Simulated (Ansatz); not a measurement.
NbW:

```xyz
2
Lattice="0.0000 2.6793 2.6793 2.6793 0.0000 2.6793 2.6793 2.6793 0.0000" Properties=species:S:1:pos:R:3 pbc="T T T"
Nb    0.0000    0.0000    0.0000
W     2.6793    2.6793    2.6793
```

The cell was built by a generator and needn't be a form met in nature.

| Quantity | Value |
| --- | --- |
| Program | Ansatz 0.2.0 |
| Task | relaxation of cell and atoms |
| Functional | HSE03 |
| Potentials or basis | Ansatz PAW |
| Cutoff | 420 eV (not typed: the program's choice for these potentials) |
| k mesh | 5 × 5 × 5 |
| Occupations | fermi-dirac, width 0.05 eV |
| Spin | no spin polarisation |

At the start: volume 19.23 Å³/atom.

Task: Where does the relaxation end?

Result: It ends after 4 steps and the volume is 18.72 Å³/atom (-2.7 %); space group Fm-3m (No. 225, to 0.05 Å).

The path:
```tsv
step	energy change (eV)	largest force (eV/Å)	volume (Å³)
1	0.0000	0.0000	38.47
2	-0.0156	0.0000	37.52
3	-0.0157	0.0000	37.45
4	-0.0153	0.0000	37.45
```

Final structure:
```
Nb W
1.0
     0.00000    2.65546    2.65546
     2.65546    0.00000    2.65546
     2.65546    2.65546    0.00000
Nb W
1 1
Cartesian
  0.0000 0.0000 0.0000
  2.6555 2.6555 2.6555
```

Caveat: the k mesh is coarse (spacing up to 0.41 Å⁻¹), so the values aren't converged, least of all with exact exchange; the plane-wave basis is chosen anew once the cell has moved, so the energies of steps on either side of that aren't comparable; the PAW data sets come from PBE, with cores solved anew for the run's functional, which leaves a small shift of forces and pressure.
